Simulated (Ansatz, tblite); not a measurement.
# The cluster WS₄: charged states by level of theory, part 2 of 2

What does removing or adding an electron cost or gain for the cluster WS₄? Each charged state is run at several levels.

Ansatz 0.2.0, Gaussian basis; as each input shows. Earlier steps stand in the parts before.

## 11. Charge -1 doublet at the fixed geometry, PBE0-D4/def2-TZVPD

in.yaml

```yaml
crystal:
  periodic: [false, false, false]
  atoms:
    - {symbol: W, position_ang: [0.104444, 0.358034, 0.283344]}
    - {symbol: S, position_ang: [-1.682575, 0.791292, 1.400590]}
    - {symbol: S, position_ang: [0.793579, 2.069521, -0.843642]}
    - {symbol: S, position_ang: [0.007450, -1.281199, -1.346162]}
    - {symbol: S, position_ang: [0.777102, -1.937638, 0.505870]}
basis:
  gaussian: {orbitals: def2-TZVPD}
total_charge: -1
magnetization: {spin_polarized: true, initial_magnetization: 1}
hamiltonian: {xc: pbe0, dispersion: d4}
scf: {omitted_lower_state_checks: [starts]}
output: {orbitals: {seedname: orbitals}}
```

Launch:

```
$ ansatz run in.yaml --threads 4 --pin off --events-out ev --progress --plain --max-ram 4787MiB
```

Output:

```text
Functional definition: PBE0
  name "PBE0"
  cite "Adamo & Barone, J. Chem. Phys. 110, 6158 (1999) doi:10.1063/1.478522"
  cite "Perdew, Burke & Ernzerhof, Phys. Rev. Lett. 77, 3865 (1996) doi:10.1103/PhysRevLett.77.3865"
  parent pbe
  parameter a = 0.25
  parameter kappa = 0.804
  parameter beta = 0.06672455060314922
  exchange = (1 - a)*pbe_x(kappa = kappa, mu = beta*pi^2/3) + a*exact_x
  correlation = pbe_c(beta = beta)
these checks for a lower state are left out or cut short: starts
1676 factors; their error is unknown
mean field evaluation 1: about -45157.1030 eV, gradient 2.4e1 eV
mean field evaluation 2: about -45109.5312 eV, gradient 1.1e2 eV
mean field evaluation 4: about -45159.9713 eV, gradient 4.9e0 eV
mean field evaluation 8: about -45160.1041 eV, gradient 2.0e-1 eV
mean field evaluation 16: about -45160.2310 eV, gradient 2.9e-3 eV
mean field -45160.23096124 eV, -1659.6078771217 hartree, gradient 4.0e-5 eV, S^2 0.765929; 0 other end points of the search recorded, 0 dependent functions left out
reference -45160.23101199 eV, -1659.6078789866 hartree; 40, 39 occupied and 187, 188 virtual orbitals, 1676 factors
Total energy: -45160.51980606 eV, -1659.6184919731 hartree
Checks for a lower state left out: starts
```

Run time: 15 s. Hardware: 4 threads of AMD EPYC 7R43, shared host; peak memory 1.2 GiB.

HOMO -1.73 eV, LUMO 1.55 eV (over both spins); ⟨S²⟩ 0.766 (pure: 0.75).

## 12. Charge -1 doublet at the fixed geometry, PBE-D4/def2-TZVPD

Changes to in.yaml since step 11:

```diff
@@ -9,6 +9,6 @@
 basis:
-  gaussian: {orbitals: def2-TZVPD}
+  gaussian: {orbitals: def2-TZVPD, initial_orbitals: start.molden}
 total_charge: -1
 magnetization: {spin_polarized: true, initial_magnetization: 1}
-hamiltonian: {xc: pbe0, dispersion: d4}
+hamiltonian: {xc: pbe, dispersion: d4}
 scf: {omitted_lower_state_checks: [starts]}
```

Launched as before.

Output:

```text
Functional definition: PBE
  name "PBE"
  cite "Perdew, Burke & Ernzerhof, Phys. Rev. Lett. 77, 3865 (1996) doi:10.1103/PhysRevLett.77.3865"
  parent pbe
  parameter kappa = 0.804
  parameter beta = 0.06672455060314922
  exchange = pbe_x(kappa = kappa, mu = beta*pi^2/3)
  correlation = pbe_c(beta = beta)
these checks for a lower state are left out or cut short: starts
1518 factors; their error is unknown
mean field evaluation 1: about -45158.5591 eV, gradient 1.1e1 eV
mean field evaluation 2: about -45158.7255 eV, gradient 3.0e-1 eV
mean field evaluation 4: about -45158.7137 eV, gradient 4.3e-2 eV
mean field evaluation 8: about -45158.7137 eV, gradient 2.0e-5 eV
mean field -45158.71374579 eV, -1659.5521204822 hartree, gradient 2.0e-5 eV, S^2 0.759013; 0 other end points of the search recorded, 0 dependent functions left out
reference -45158.71380851 eV, -1659.5521227873 hartree; 40, 39 occupied and 187, 188 virtual orbitals, 1518 factors
Total energy: -45159.04528931 eV, -1659.5643044818 hartree
Checks for a lower state left out: starts
```

Run time: 7 s. Hardware: 4 threads of AMD EPYC 7R43, shared host.

Report: HOMO -0.54 eV, LUMO 0.65 eV (over both spins); ⟨S²⟩ 0.759 (pure: 0.75).

## 13. Charge -1 doublet at the fixed geometry, r2SCAN-D4/def2-TZVPD

Changes to in.yaml since step 12:

```diff
@@ -12,3 +12,3 @@
 magnetization: {spin_polarized: true, initial_magnetization: 1}
-hamiltonian: {xc: pbe, dispersion: d4}
+hamiltonian: {xc: r2scan, dispersion: d4}
 scf: {omitted_lower_state_checks: [starts]}
```

Same command.

Output:

```text
Functional definition: r2SCAN
  name "r2SCAN"
  cite "Furness, Kaplan, Ning, Perdew & Sun, J. Phys. Chem. Lett. 11, 8208 (2020) doi:10.1021/acs.jpclett.0c02405"
  cite "Furness, Kaplan, Ning, Perdew & Sun, J. Phys. Chem. Lett. 11, 9248 (2020) doi:10.1021/acs.jpclett.0c03077"
  parent r2scan
  parameter k0 = 0.174
  parameter k1 = 0.065
  parameter a1 = 4.9479
  exchange = r2scan_x(k0 = k0, k1 = k1, a1 = a1)
  correlation = r2scan_c
these checks for a lower state are left out or cut short: starts
1518 factors; their error is unknown
mean field evaluation 1: about -45173.9632 eV, gradient 7.8e0 eV
mean field evaluation 2: about -45174.0281 eV, gradient 1.2e-1 eV
mean field evaluation 4: about -45174.0043 eV, gradient 1.7e-3 eV
mean field -45174.00432716 eV, -1660.1140389832 hartree, gradient 3.6e-5 eV, S^2 0.764440; 0 other end points of the search recorded, 0 dependent functions left out
reference -45174.00437569 eV, -1660.1140407667 hartree; 40, 39 occupied and 187, 188 virtual orbitals, 1518 factors
Total energy: -45174.07544004 eV, -1660.1166523334 hartree
Checks for a lower state left out: starts
```

Wall time 15 s (4 threads of AMD EPYC 7R43, shared host); peak memory 0.56 GiB.

From the report: HOMO -0.88 eV, LUMO 0.91 eV (over both spins); ⟨S²⟩ 0.764 (pure: 0.75).

## 14. Vertical electron affinity

Starting state less charged state (positive: the electron is bound), singlet to doublet; the starting state's energies are those of its earlier runs.

| level | vertical electron affinity (eV) | time |
| --- | --- | --- |
| PBE-D4/def2-TZVPD | +2.96 | 11 s |
| r2SCAN-D4/def2-TZVPD | +3.21 | 23 s |
| PBE0-D4/def2-TZVPD | +3.33 | 21 s |

Times add the two runs; a level without a time comes out of a correlated run.

Beside −ε(LUMO) of the starting state:

| level | −ε(LUMO) (eV) | by difference (eV) | mismatch (eV) |
| --- | --- | --- | --- |
| PBE-D4/def2-TZVPD | 5.25 | 2.96 | +2.29 |
| r2SCAN-D4/def2-TZVPD | 5.24 | 3.21 | +2.03 |
| PBE0-D4/def2-TZVPD | 4.62 | 3.33 | +1.29 |

## 15. Results

What follows sums up all 2 parts.

| quantity | value |
| --- | --- |
| vertical ionisation energy, functionals in def2-TZVP | 8.67 (PBE-D4) to 8.79 eV (PBE0-D4) |
| adiabatic ionisation energy, functionals in def2-TZVP | 8.30 (PBE-D4) to 8.33 eV (PBE0-D4) |
| vertical electron affinity, functionals in def2-TZVPD | 2.96 (PBE-D4) to 3.33 eV (PBE0-D4) |
| relaxation of the cation side, PBE-D4/def2-TZVP | 0.37 eV |

The vertical ionisation energy spans 8.67 to 8.79 eV over the functionals. −ε(HOMO) misses the level's own difference by -1.65 eV at best (PBE0-D4) and -2.50 eV at worst (PBE-D4). The adiabatic ionisation energy spans 8.30 to 8.33 eV over the functionals. The vertical electron affinity spans 2.96 to 3.33 eV over the functionals. −ε(LUMO) misses the level's own difference by +1.29 eV at best (PBE0-D4) and +2.29 eV at worst (PBE-D4). Relaxing the oxidised state gains 0.37 eV at PBE-D4/def2-TZVP. The charged states' spins were chosen beforehand and needn't be their lowest.
